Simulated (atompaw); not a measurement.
# Molybdenum: generating and testing a PAW (atompaw) potential

Do these settings give a usable potential? It is generated, then checked for scattering, ghosts and hardness.

The numbers are computed with atompaw 4.2.0.5 (PBE, scalar-relativistic, spin-unpolarised reference atom).

## Step 1: Starting point

Typed settings, in words:

| Quantity | Value |
| --- | --- |
| element | molybdenum (Mo, Z = 42) |
| type | PAW |
| frozen core | [Ar] 3d10 |
| valence charge | 14 |
| reference configuration | 4s2 4p6 4d5 5s1 5p0 |
| partial waves | 4s (bound): rc 2.00 bohr; 5s (bound): rc 1.70 bohr; 4p (bound): rc 1.85 bohr; 5p (bound, empty): rc 2.45 bohr; 4d (bound): rc 1.35 bohr; 4d channel at 1.85 Ry: rc 2.45 bohr |
| local potential | troulliermartins scheme with l = 3 at -0.5 Ry, radius 2.35 bohr |
| core correction | smooth core density matched at 2.10 bohr |
| augmentation charge | sinc compensation charge, radius 2.45 bohr; PAW radius 2.45 bohr; waves and projectors: custom polynom vanderbiltortho |

The outer shells as boxes (Hund's rule for the drawing; the calculation is spin-unpolarised):

```
[Ar] core
3d [↑↓][↑↓][↑↓][↑↓][↑↓]
4s [↑↓]
4p [↑↓][↑↓][↑↓]
4d [↑ ][↑ ][↑ ][↑ ][↑ ]
5s [↑ ]
5p [  ][  ][  ]
```

The nodes and maxima of the atom's own shells, from an earlier all-electron run, set the scale for the radii.

All-electron outer shells of the reference configuration (PBE, scalar-relativistic, ld1.x):

```
shell  level (eV)  outermost node (bohr)  outermost maximum (bohr)
   3p     -379.25                   0.17                      0.38
   3d     -220.98                      –                      0.32
   4s      -64.35                   0.51                      0.99
   4p      -38.49                   0.52                      1.08
   5s       -4.09                   1.34                      2.93
   4d       -3.75                   0.53                      1.38
   5p       -1.04                   1.54                      4.11
```

## Step 2: Generating the potential

The input, Mo.input:

```
Mo 42
GGA-PBE scalarrelativistic loggrid 1500 logderivrange -7 5 301
5 5 4 0 0 0
5 0 1
5 1 0
4 2 5
0 0 0
c
c
c
v
v
c
c
v
v
c
v
2
2.45 2.45 2.35 2.10
n
n
y
1.85
n
custom polynom vanderbiltortho sinc
3 -0.5 troulliermartins
2.00
1.70
1.85
2.45
1.35
2.45
PWSCFOUT
UPFDX 0.0125d0 UPFXMIN -7.d0 UPFZMESH 42.d0
END
```

Command:

```sh
$ atompaw < Mo.input > Mo.log
```

What does the calculation give? Wanted: cutoffs for 10 and 1 mRy, occupied levels; bound ghosts; largest phase difference near zero energy, channels read; lowest eigenvalue of the overlap; share of valence orbitals outside the PAW sphere; UPF file.

The runs gave:

```
                                                quantity                                      value
               cutoffs for 10 and 1 mRy, occupied levels                            40 Ry and 60 Ry
                                            bound ghosts                             s at -24.78 eV
largest phase difference near zero energy, channels read                                  0.035 rad
         lowest eigenvalue of the overlap (Bessel basis)                                  0.177 (s)
        share of valence orbitals outside the PAW sphere  4s 0 %, 5s 81 %, 4p 2 %, 5p 95 %, 4d 25 %
                                                UPF file                                    written
```

What this shows: It has a bound ghost (s), a state that the atom doesn't have, and that rules the file out. By its cutoff, 40 Ry for the looser tolerance, it is of middling hardness. The slowest occupied level is 4d: taken alone it needs 40 Ry to come within 1 mRy, against 30 Ry for 4p. Near zero energy the largest phase difference among the channels read is 0.03 rad, in the d channel. All of this concerns the isolated atom, not yet a solid.
